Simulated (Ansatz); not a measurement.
# MoGe+ (sextet): the correlation ladder, def2-TZVPP

One table from this session's results is given with a row withheld; the runs are named, their logs left out.

Program: Ansatz 0.2.0, Gaussian basis. Level of theory: def2-TZVPP, core rule «outside noble gas», up to 18 orbitals frozen. These are calculated values, not measurements.

To be run: UHF; CCSD(T) on ROHF; CCSD(T) on UHF; CCSDT(Q) on ROHF; CCSDT(Q) on UHF; CASSCF and MRCISD+Q, 9 electrons in 10 orbitals; CASSCF and NEVPT2, 9 electrons in 10 orbitals.

8 further runs of the same task are left out: 3 for a known fault of the program, 5 set aside as unsound or not needed.

**What is computed**

The geometry is a PBE0/def2-TZVP stationary point (not a proven minimum) of the parent state, kept for this charge and spin. No spin-orbit coupling is included. Elements past krypton take def2 core potentials. The filled d shell of Ge may be among the frozen orbitals whatever the setting's name suggests; the logs give the count.

2 atoms, charge 1, spin multiplicity 6.

Atoms are counted from 1 here; the program's logs count them from 0.

Bond lengths: Mo1–Ge2 2.455 Å.

The first run:

in.yaml

```yaml
crystal:
  periodic: [false, false, false]
  atoms:
    - {symbol: Mo, position_ang: [0.000000, 0.000000, 0.000000]}
    - {symbol: Ge, position_ang: [0.000000, 0.000000, 2.455200]}
basis:
  gaussian: {orbitals: def2-TZVPP}
total_charge: 1
magnetization: {spin_polarized: true, initial_magnetization: 5}
hamiltonian: {xc: hf}
output: {orbitals: {seedname: orbitals}}
```

Run with:

```bash
ansatz run in.yaml --threads 1 --pin off --events-out ev --progress --plain --max-ram 3968MiB --backend cpu
```

Steps of the session up to this table: UHF; CCSD(T) on ROHF; CCSD(T) on UHF; CCSDT(Q) on ROHF; CCSDT(Q) on UHF; CASSCF and MRCISD+Q, 9 electrons in 10 orbitals; CASSCF and NEVPT2, 9 electrons in 10 orbitals.

One of the session's tables, all rows but one given; the rest of the session is left out.

It belongs to the step «Misses and costs». 

```
          method  from RCCSDT(Q) (kcal/mol)
            ROHF                    +128.65
            RMP2                     +24.78
            UMP2                     +23.52
           RCCSD                      +7.58
           UCCSD                      +6.21
        RCCSD(T)                      +1.51
        UCCSD(T)                      +0.24
          RCCSDT                      +0.54
          UCCSDT                          ?
       RCCSDT(Q)                          0
       UCCSDT(Q)                      -1.37
  CASSCF valence                     +95.51
  NEVPT2 valence                     +20.14
  MRCISD valence                      +7.89
MRCISD+Q valence                      +1.30
```

Estimate the missing values for UCCSDT.

As computed: from RCCSDT(Q) (kcal/mol): -0.77. In the column «from RCCSDT(Q) (kcal/mol)» it lies between UCCSDT(Q) (-1.37) and RCCSDT(Q) (0).

Caveats from the session: The determinant is far from a pure spin state, so its energy mixes those of several spin states (harmless only where they are near-degenerate, as at dissociation). Left out of the table: UHF (another determinant or state than the rows shown). Warnings: spin contamination; coupled cluster took another determinant than the lowest; large T1 diagnostic. Restricted and unrestricted rows rest on different reference determinants; where their highest levels disagree by more than a few hundredths of an eV, they describe different states and don't form one ladder.
